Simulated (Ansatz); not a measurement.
**C₈H₁₆: up Jacob's ladder to CCSD(T)**

The task here is to estimate one member of a computed series from the others.

The runs use Ansatz 0.2.0, Gaussian basis; functionals in def2-TZVPP, the program's frozen cores in correlated methods.

Plan: LDA (SPW92), PBE-D4, revPBE-D4, BLYP-D4, r2SCAN-D4, B97M-V, PBE0-D4, B3LYP-D4, r2SCANh-D4, r2SCAN0-D4, HSE06-D4, BHLYP-D4, CAM-B3LYP-D4, LC-ωPBE, ωB97X-V, ωB97M-V, B2PLYP, PBE-QIDH; CCSD(T)/def2-SVP; CCSD(T)/def2-TZVPP; MP2/def2-QZVPP; extrapolation to the limit; RPA on PBE.

### Structure used throughout

An earlier PBE0-D4 in a triple-zeta def2 set relaxation fixed the geometry.

SMILES `CC[C@@H]1CCC[C@H]1C`, 24 atoms, charge 0, spin multiplicity 1.

Atoms are counted from 1 here; the program's logs count them from 0.

Bond lengths: C1–C2 1.520 Å, C1–H9 1.093 Å, C1–H10 1.094 Å, C1–H11 1.092 Å, C2–C3 1.518 Å, C2–H12 1.098 Å, C2–H13 1.095 Å, C3–C4 1.534 Å, C3–C7 1.531 Å, C3–H14 1.101 Å, C4–C5 1.543 Å, C4–H15 1.092 Å, C4–H16 1.095 Å, C5–C6 1.534 Å, C5–H17 1.093 Å, C5–H18 1.092 Å, C6–C7 1.525 Å, C6–H19 1.096 Å and more. Angles: C2–C1–H9 111.5°, C2–C1–H10 111.0°, C2–C1–H11 111.4°, H9–C1–H10 107.5°, H9–C1–H11 107.6°, H10–C1–H11 107.7°, C1–C2–C3 113.6°, C1–C2–H12 109.6°, C1–C2–H13 109.1°, C3–C2–H12 108.5°, C3–C2–H13 109.4°, H12–C2–H13 106.2°, C2–C3–C4 114.3°, C2–C3–C7 114.9°, C2–C3–H14 108.3°, C4–C3–C7 103.5°, C4–C3–H14 108.6°, C7–C3–H14 107.0° and more.

The first run:

File in.yaml:

```yaml
crystal:
  periodic: [false, false, false]
  atoms:
    - {symbol: C, position_ang: [-2.207610, -1.814925, -0.172283]}
    - {symbol: C, position_ang: [-0.713293, -1.576570, -0.030792]}
    - {symbol: C, position_ang: [-0.341348, -0.110949, 0.105084]}
    - {symbol: C, position_ang: [-0.706089, 0.747257, -1.112373]}
    - {symbol: C, position_ang: [0.285390, 1.929642, -1.116096]}
    - {symbol: C, position_ang: [1.253216, 1.659356, 0.042379]}
    - {symbol: C, position_ang: [1.152832, 0.159264, 0.297731]}
    - {symbol: C, position_ang: [1.716163, -0.278961, 1.633794]}
    - {symbol: H, position_ang: [-2.606331, -1.334307, -1.069069]}
    - {symbol: H, position_ang: [-2.751191, -1.411667, 0.687225]}
    - {symbol: H, position_ang: [-2.437193, -2.880922, -0.239074]}
    - {symbol: H, position_ang: [-0.189434, -1.990390, -0.901987]}
    - {symbol: H, position_ang: [-0.342718, -2.128412, 0.839852]}
    - {symbol: H, position_ang: [-0.858081, 0.296024, 0.987999]}
    - {symbol: H, position_ang: [-1.746751, 1.076259, -1.089807]}
    - {symbol: H, position_ang: [-0.588431, 0.148411, -2.022128]}
    - {symbol: H, position_ang: [0.823623, 1.973239, -2.065887]}
    - {symbol: H, position_ang: [-0.219948, 2.890792, -1.002564]}
    - {symbol: H, position_ang: [0.925232, 2.189363, 0.944309]}
    - {symbol: H, position_ang: [2.273984, 1.988925, -0.166172]}
    - {symbol: H, position_ang: [1.689682, -0.366183, -0.506281]}
    - {symbol: H, position_ang: [1.183692, 0.212730, 2.454451]}
    - {symbol: H, position_ang: [1.630264, -1.358596, 1.778964]}
    - {symbol: H, position_ang: [2.774339, -0.019382, 1.722755]}
basis:
  gaussian: {orbitals: def2-TZVPP}
hamiltonian: {xc: lda}
output: {orbitals: {seedname: orbitals}}
```

Run with:

```
$ ansatz run in.yaml --threads 4 --pin off --events-out ev --progress --plain --max-ram 66560MiB --backend cuda --devices 0, --max-vram 37GiB
```

Among the steps run: LDA; PBE-D4 (GGA); revPBE-D4 (GGA); BLYP-D4 (GGA); r2SCAN-D4 (meta-GGA); B97M-V (meta-GGA); PBE0-D4 (hybrid); B3LYP-D4 (hybrid); r2SCANh-D4 (hybrid); r2SCAN0-D4 (hybrid); HSE06-D4 (hybrid); BHLYP-D4 (hybrid); CAM-B3LYP-D4 (range-separated); LC-ωPBE (range-separated); ωB97X-V (range-separated); ωB97M-V (range-separated); B2PLYP (double hybrid); PBE-QIDH (double hybrid).

One table of the session follows, with a row left open; its other results are not shown here.

It belongs to the step «Orbital energies across the functionals». 

```
  functional  HOMO (eV)  LUMO (eV)  gap (eV)
 LDA (SPW92)      -7.20       0.22      7.42
      PBE-D4      -7.12       0.42      7.53
   revPBE-D4      -7.07       0.52      7.59
     BLYP-D4      -7.02       0.43      7.45
   r2SCAN-D4      -7.36       1.11      8.47
      B97M-V      -7.52       0.54      8.06
     PBE0-D4      -8.43       1.22      9.65
    B3LYP-D4      -8.23       0.90      9.13
  r2SCANh-D4      -7.85       1.34      9.19
  r2SCAN0-D4      -8.59       1.67     10.26
    HSE06-D4      -8.03       0.85      8.87
    BHLYP-D4          ?          ?         ?
CAM-B3LYP-D4      -9.82       1.99     11.81
     LC-ωPBE     -11.14       3.28     14.42
     ωB97X-V     -10.81       3.05     13.86
     ωB97M-V     -10.70       2.64     13.34
```

Q: Estimate the row for BHLYP-D4 from the others.

Worked estimate for «HOMO (eV)». Against the share of exact exchange, BLYP-D4 (0, -7.02), B3LYP-D4 (0.2, -8.23) give a slope of -6.05 per unit share; at 0.5 the line stands at -10.04.

The run gave: HOMO (eV): -9.69; LUMO (eV): 1.83; gap (eV): 11.52. In «HOMO (eV)» the line misses by -0.35.
